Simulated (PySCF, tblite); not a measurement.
**methyl 3-methylbenzoate (C9H10O2): geometry, infrared bands, NMR shifts, spin-spin couplings and electronic excitations**

Wanted: the infrared bands, NMR shifts, spin-spin couplings and electronic excitations of methyl 3-methylbenzoate (C9H10O2) (`COC(=O)c1cccc(C)c1`), by calculation.

Programs: tblite 0.8.0 and PySCF 2.14.0, with density-fitted response routines of our own. Each step states its level of theory. These are calculated values for one molecule in the gas phase, unless marked as measured. Atoms are numbered from 0 throughout.

## 1. Starting geometry

21 atoms, charge 0, multiplicity 1; geometry from: force field or distance geometry start.

Bonds of the start (Å): C0–O1 1.44, O1–C2 1.35, C2–O3 1.22, C2–C4 1.50, C4–C5 1.41, C5–C6 1.39, C6–C7 1.39, C7–C8 1.39, C8–C9 1.51, C8–C10 1.39, C10–C4 1.40, C0–H11 1.09, C0–H12 1.08, C0–H13 1.09, C5–H14 1.08, C6–H15 1.08, C7–H16 1.09, C9–H17 1.09, C9–H18 1.09, C9–H19 1.10, C10–H20 1.10.

## 2. Geometry optimisation with GFN2-xTB

What the job is given:

```
{"job": {"kind": "relax", "xc": "GFN2-xTB", "basis": "xTB"}, "charge": 0, "multiplicity": 1}
C      3.981900     0.451900     0.421400
O      2.711600    -0.049600    -0.035700
C      1.652400     0.570900     0.519900
O      1.686000     1.502600     1.309300
C      0.373200    -0.012100     0.009800
C      0.347000    -1.064700    -0.923000
C     -0.866300    -1.566700    -1.379300
C     -2.061300    -1.026500    -0.906000
C     -2.058600     0.008500     0.024300
C     -3.357400     0.612300     0.502500
C     -0.839700     0.523900     0.464000
H      4.077900     1.504900     0.146800
H      4.759900    -0.114600    -0.060900
H      4.080000     0.324300     1.501600
H      1.271300    -1.489600    -1.294800
H     -0.884100    -2.382400    -2.084300
H     -3.007700    -1.429000    -1.277700
H     -3.643000     1.437400    -0.154800
H     -4.156000    -0.128800     0.505000
H     -3.250500     0.987900     1.529400
H     -0.825300     1.356400     1.182100
```

Started as:

```sh
OMP_NUM_THREADS=2 python probes_run.py task.json out
```

This one command runs all jobs of the session in turn.

**Question.** This job is followed by: GFN2-xTB harmonic vibrations, gas phase; PBE0-D3(BJ)/def2-SVP geometry optimisation, gas phase; GIAO PBE0/pcSseg-1 NMR shielding, non-relativistic, gas phase; B3LYP/pcJ-1 indirect spin-spin coupling, non-relativistic, gas phase; TDDFT CAM-B3LYP/def2-SVPD, vertical, gas phase, core orbitals frozen in the response; GIAO B97-2/pcSseg-2 NMR shielding, non-relativistic, gas phase. What will the session give for the following? strongest single infrared mode (GFN2-xTB); zero-point energy (GFN2-xTB); point group; rotational constants (main isotopes); 13C shifts against TMS (PBE0/pcSseg-1); 1H shifts against TMS (PBE0/pcSseg-1, means over atoms taken as alike); 17O shifts against H2O (PBE0/pcSseg-1); potential on the surface of density 0.002 e/bohr³, 1st and 99th percentile; largest coupling of the table (B3LYP/pcJ-1); lowest singlet (CAM-B3LYP/def2-SVPD); brightest single state of those computed; lowest triplet; range of the shift of O3.

The runs gave:

```
                                                                  quantity                                                            value
                                 strongest single infrared mode (GFN2-xTB)                                            1741 cm⁻¹, 375 km/mol
                                              zero-point energy (GFN2-xTB)                                                   103.7 kcal/mol
                                                               point group                                                               C1
                                      rotational constants (main isotopes)                                             2.58, 0.66, 0.53 GHz
                                    13C shifts against TMS (PBE0/pcSseg-1)  170.1, 143.0, 139.2, 137.7, 133.6, 133.1, 132.4, 52.2, 23.1 ppm
    1H shifts against TMS (PBE0/pcSseg-1, means over atoms taken as alike)                           8.31, 8.00, 7.43, 7.42, 3.85, 2.46 ppm
                                    17O shifts against H2O (PBE0/pcSseg-1)                                                 410.6, 175.6 ppm
potential on the surface of density 0.002 e/bohr³, 1st and 99th percentile                                               -1.65 V and 0.93 V
                               largest coupling of the table (B3LYP/pcJ-1)                                         1J(C,H) C5–H14, 172.5 Hz
                                      lowest singlet (CAM-B3LYP/def2-SVPD)                                      5.00 eV (248 nm), f = 0.024
                                  brightest single state of those computed                                      state 4, 6.56 eV, f = 0.560
                                                            lowest triplet                                                          3.78 eV
                                                  range of the shift of O3                                               390.2 to 410.6 ppm
```

In words: Over 18 steps the energy fell by 0.091 eV; of the close pairs, C0–O1 changed most, 1.440 to 1.418 Å (GFN2-xTB). All 57 modes are real, so the xTB geometry is a minimum. The strongest single mode, at 1741 cm⁻¹, moves mainly C2 and O3. Unscaled tight-binding wavenumbers are off by several per cent, some by more. Its intensities can rank the bands wrongly. The start of the PBE0/def2-SVP relaxation was shaken at random by about 0.01 Å, so part of the energy gained, and of the first lengths quoted, undoes that. Over 8 steps the energy fell by 0.198 eV; of the close pairs, C0–H12 changed most, 1.041 to 1.096 Å (PBE0/def2-SVP). C2 (ester carbonyl carbon) lies farthest downfield among carbon, at 170.1 ppm; it is a carbonyl in resonance with an O or N lone pair, the region of acids, esters and amides. NICS(1)zz of -27 ppm above the planar ring from C4 marks a diatropic (aromatic) ring current. In the run at B3LYP/pcJ-1, the largest coupling of the table is C5–H14, 172.5 Hz, of which the Fermi-contact term gives 171.6 Hz. Couplings across rotatable bonds belong to this one conformer; where others are populated, the observed values are averages. The lowest singlet, at 5.00 eV, is HOMO→LUMO 0.70, HOMO−1→LUMO+1 0.17 and is weak; of the 10 states computed, the strongest absorption comes from state 4 at 6.56 eV. The lowest triplet lies 1.21 eV below the lowest singlet (triplets in Tamm-Dancoff, singlets in full TDDFT). These values are for one conformer; the search (at its own cheap level) found 2 more, at 0.10, 0.25 kcal/mol, and measured spectra average over such forms.
